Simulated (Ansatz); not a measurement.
# Cl3FZr: the cost of one run

Method: RKS PBE/def2-SVP, in Ansatz 0.2.0.

## Step 1: The starting structure

Bond lengths: Zr1–Cl2 2.520 Å, Zr1–Cl3 2.520 Å, Zr1–F4 1.979 Å, Zr1–Cl5 2.518 Å. Angles: Cl2–Zr1–Cl3 109.5°, Cl2–Zr1–F4 109.5°, Cl2–Zr1–Cl5 109.5°, Cl3–Zr1–F4 109.5°, Cl3–Zr1–Cl5 109.5°, F4–Zr1–Cl5 109.5°.

Structure file:

```xyz
5

Zr    0.0000    0.0000    0.0000
Cl    0.0000    0.0000    2.5200
Cl    2.3764    0.0000   -0.8392
F    -0.9326    1.6157   -0.6593
Cl   -1.1869   -2.0563   -0.8392
```

## Step 2: Relaxing the start

The input, input.yaml:

```yaml
crystal:
  periodic: [false, false, false]
  atoms:
    - { symbol: Zr, position_ang: [0.0, 0.0, 0.0] }
    - { symbol: Cl, position_ang: [0.0, 0.0, 2.52] }
    - { symbol: Cl, position_ang: [2.3764, 0.0, -0.8392] }
    - { symbol: F, position_ang: [-0.9326, 1.6157, -0.6593] }
    - { symbol: Cl, position_ang: [-1.1869, -2.0563, -0.8392] }
basis:
  gaussian: { orbitals: def2-SVP }
hamiltonian:
  xc: pbe
relax:
  f_tol: 0.02
  max_steps: 40
```

On the command line:

```
$ ansatz run input.yaml --threads 1 --pin off --max-ram 2048MiB --backend cpu --events-out ev --progress --plain --runs-dir out
```

Q: Estimate wall time and peak memory on 1 thread of Arm Neoverse V1, shared host.

About 20 s, with a peak of 0.13 GiB.
